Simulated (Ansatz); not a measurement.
**CH4FGe+: one structure at several levels**

The atoms stand at a structure displaced at random from a GFN2-xTB minimum. How far do the functionals agree with CCSD(T) there?

Computed with Ansatz 0.2.0, Gaussian basis. Level: single points in def2-TZVPP.

Correlated methods freeze the cores. Filled d shells of the heavier atoms are correlated. B3LYP uses VWN-RPA correlation.

## 1. The starting structure

7 atoms, charge 1, spin multiplicity 1.

Atoms are counted from 1 here; the program's logs count them from 0.

Bond lengths: F1–C2 1.401 Å, C2–Ge3 2.020 Å, C2–H4 1.094 Å, C2–H5 1.027 Å, Ge3–H6 1.467 Å, Ge3–H7 1.536 Å. Angles: F1–C2–Ge3 88.6°, F1–C2–H4 108.7°, F1–C2–H5 104.0°, Ge3–C2–H4 109.6°, Ge3–C2–H5 118.2°, H4–C2–H5 121.7°, C2–Ge3–H6 118.9°, C2–Ge3–H7 105.9°, H6–Ge3–H7 130.9°.

Coordinates:

```xyz
7
charge 1, multiplicity 1
F    -1.06080    0.62510   -0.83070
C    -0.69190   -0.61940   -0.30360
Ge    0.90430    0.27400    0.55350
H    -0.35580   -1.26230   -1.12300
H    -1.48310   -0.87970    0.29760
H     2.20630    0.19430   -0.11840
H     0.33230    1.32580    1.51590
```

## 2. CCSD(T)/def2-TZVPP

run/in.yaml

```yaml
crystal:
  periodic: [false, false, false]
  atoms:
    - {symbol: F, position_ang: [-1.060800, 0.625100, -0.830700]}
    - {symbol: C, position_ang: [-0.691900, -0.619400, -0.303600]}
    - {symbol: Ge, position_ang: [0.904300, 0.274000, 0.553500]}
    - {symbol: H, position_ang: [-0.355800, -1.262300, -1.123000]}
    - {symbol: H, position_ang: [-1.483100, -0.879700, 0.297600]}
    - {symbol: H, position_ang: [2.206300, 0.194300, -0.118400]}
    - {symbol: H, position_ang: [0.332300, 1.325800, 1.515900]}
basis:
  gaussian: {orbitals: def2-TZVPP}
total_charge: 1
correlation: {method: ccsd_t}
output: {forces: true}
```

No record of the launch command was kept for these runs.

## 3. PBE0-D4/def2-TZVPP

run/in.yaml: that of step 2 with these lines changed.

```diff
@@ -13,3 +13,3 @@
 total_charge: 1
-correlation: {method: ccsd_t}
-output: {forces: true}
+hamiltonian: {xc: pbe0, dispersion: d4}
+output: {forces: true, orbitals: {seedname: orbitals}}
```

## 4. wB97M-V/def2-TZVPP

run/in.yaml: that of step 3 with these lines changed.

```diff
@@ -13,3 +13,3 @@
 total_charge: 1
-hamiltonian: {xc: pbe0, dispersion: d4}
-output: {forces: true, orbitals: {seedname: orbitals}}
+hamiltonian: {xc: {name: wB97M-V}}
+output: {forces: true}
```

## 5. r2SCAN-D4/def2-TZVPP

run/in.yaml: that of step 4 with these lines changed.

```diff
@@ -13,3 +13,3 @@
 total_charge: 1
-hamiltonian: {xc: {name: wB97M-V}}
+hamiltonian: {xc: r2scan, dispersion: d4}
 output: {forces: true}
```

## 6. PBE-D4/def2-TZVPP

run/in.yaml: that of step 5 with these lines changed.

```diff
@@ -13,3 +13,3 @@
 total_charge: 1
-hamiltonian: {xc: r2scan, dispersion: d4}
+hamiltonian: {xc: pbe, dispersion: d4}
 output: {forces: true}
```

## 7. B3LYP-D4/def2-TZVPP

run/in.yaml: that of step 6 with these lines changed.

```diff
@@ -13,3 +13,3 @@
 total_charge: 1
-hamiltonian: {xc: pbe, dispersion: d4}
+hamiltonian: {xc: {name: B3LYP}, dispersion: d4}
 output: {forces: true}
```

## 8. CAM-B3LYP-D4/def2-TZVPP

run/in.yaml: that of step 7 with these lines changed.

```diff
@@ -13,3 +13,3 @@
 total_charge: 1
-hamiltonian: {xc: {name: B3LYP}, dispersion: d4}
+hamiltonian: {xc: {name: CAM-B3LYP}, dispersion: d4}
 output: {forces: true}
```

(Steps that only read results are left out.)

**Question.** What will these runs give? Wanted: energy less free atoms, CCSD(T)/def2-TZVPP; RMS force component; RMS force error; HOMO and LUMO, PBE0-D4; T1 diagnostic.

The runs gave:

```
                                  quantity                                                                                                 value
energy less free atoms, CCSD(T)/def2-TZVPP                                                                                            -13.540 eV
                       RMS force component                                                                  1.050 to 1.125 eV/Å over the methods
                           RMS force error  PBE0-D4 0.128, wB97M-V 0.039, r2SCAN-D4 0.049, PBE-D4 0.180, B3LYP-D4 0.086, CAM-B3LYP-D4 0.071 eV/Å
                    HOMO and LUMO, PBE0-D4                                                                                   -14.65 and -9.36 eV
                             T1 diagnostic                                                                                                 0.014
```

What this shows: Against CCSD(T) the functionals' energies less atoms differ by -0.848 to -0.309 eV, PBE-D4 by -0.848 eV. A larger basis would deepen the CCSD(T) value, while the functionals are nearly converged already, so the order here is not reliable. On forces the order runs from wB97M-V to PBE-D4. Frozen-core CCSD(T) forces in triple zeta carry basis errors of their own, and this is one geometry, so small gaps rank nothing.
